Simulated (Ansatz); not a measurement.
# CH₅GeO₂ radical: up Jacob's ladder to CCSD(T)

The task here is to estimate one member of a computed series from the others.

Computed with Ansatz 0.2.0, Gaussian basis. Level: functionals in def2-TZVPP, the program's frozen cores in correlated methods.

The runs, in order: PBE-D4, r2SCAN-D4, PBE0-D4, B3LYP-D4, ωB97X-V, ωB97M-V, B2PLYP; CCSD(T)/def2-TZVPP; MP2/def2-QZVPP; extrapolation to the limit.

**The geometry**

The geometry comes from an earlier relaxation with PBE0-D4 in a triple-zeta def2 set; it is a stationary point, not always the lowest conformer.

SMILES `C[O][GeH][OH]`, 9 atoms, charge 0, spin multiplicity 2.

Atoms are counted from 1 here; the program's logs count them from 0.

Bond lengths: C1–O2 1.411 Å, C1–H5 1.092 Å, C1–H6 1.096 Å, C1–H7 1.094 Å, O2–Ge3 1.770 Å, Ge3–O4 1.790 Å, Ge3–H8 1.564 Å, O4–H9 0.960 Å. Angles: O2–C1–H5 107.6°, O2–C1–H6 111.3°, O2–C1–H7 112.1°, H5–C1–H6 108.2°, H5–C1–H7 108.7°, H6–C1–H7 108.8°, C1–O2–Ge3 121.5°, O2–Ge3–O4 103.5°, O2–Ge3–H8 103.3°, O4–Ge3–H8 110.8°, Ge3–O4–H9 113.3°.

Set-up of the first run:

Contents of in.yaml:

```yaml
crystal:
  periodic: [false, false, false]
  atoms:
    - {symbol: C, position_ang: [-1.420751, 0.156611, 0.290698]}
    - {symbol: O, position_ang: [-0.277019, -0.323508, 0.963215]}
    - {symbol: Ge, position_ang: [1.184187, -0.794783, 0.082488]}
    - {symbol: O, position_ang: [1.406827, 0.532472, -1.098279]}
    - {symbol: H, position_ang: [-2.055330, 0.651296, 1.029700]}
    - {symbol: H, position_ang: [-1.992899, -0.663878, -0.157465]}
    - {symbol: H, position_ang: [-1.165675, 0.877203, -0.492114]}
    - {symbol: H, position_ang: [2.295733, -0.752441, 1.182324]}
    - {symbol: H, position_ang: [2.024916, 0.317018, -1.800567]}
basis:
  gaussian: {orbitals: def2-TZVPP}
magnetization: {spin_polarized: true, initial_magnetization: 1}
hamiltonian: {xc: pbe, dispersion: d4}
output: {forces: true, orbitals: {seedname: orbitals}}
```

Command:

```sh
> ansatz run in.yaml --threads 2 --pin off --events-out ev --progress --plain --max-ram 32768MiB --backend cpu
```

Steps of the session up to this table: PBE-D4 (GGA); r2SCAN-D4 (meta-GGA); PBE0-D4 (hybrid); B3LYP-D4 (hybrid); ωB97X-V (range-separated); ωB97M-V (range-separated); B2PLYP (double hybrid); CCSD(T) in def2-TZVPP; MP2 in def2-QZVPP.

One of the session's tables, all rows but one given; the rest of the session is left out.

It belongs to the step «Atomisation energies». 

```
            method  atomisation energy (kcal/mol)
            PBE-D4                          755.3
         r2SCAN-D4                              ?
           PBE0-D4                          734.8
          B3LYP-D4                          737.9
           ωB97X-V                          741.5
           ωB97M-V                          738.9
            B2PLYP                          731.8
     HF/def2-TZVPP                          511.4
    MP2/def2-TZVPP                          736.6
   CCSD/def2-TZVPP                          710.0
CCSD(T)/def2-TZVPP                          722.5
           MP2/CBS                          755.1
       CCSD(T)/CBS                          741.1
```

Q: Estimate the row for r2SCAN-D4 from the others.

As computed: atomisation energy (kcal/mol): 744.1. In the column «atomisation energy (kcal/mol)» it lies between ωB97X-V (741.5) and MP2/CBS (755.1).

To keep in mind: Free atoms (1 C, 2 O, 1 Ge, 5 H) were run apart at each level; the atomisation energy is their sum less the molecule, without zero-point or spin-orbit terms.
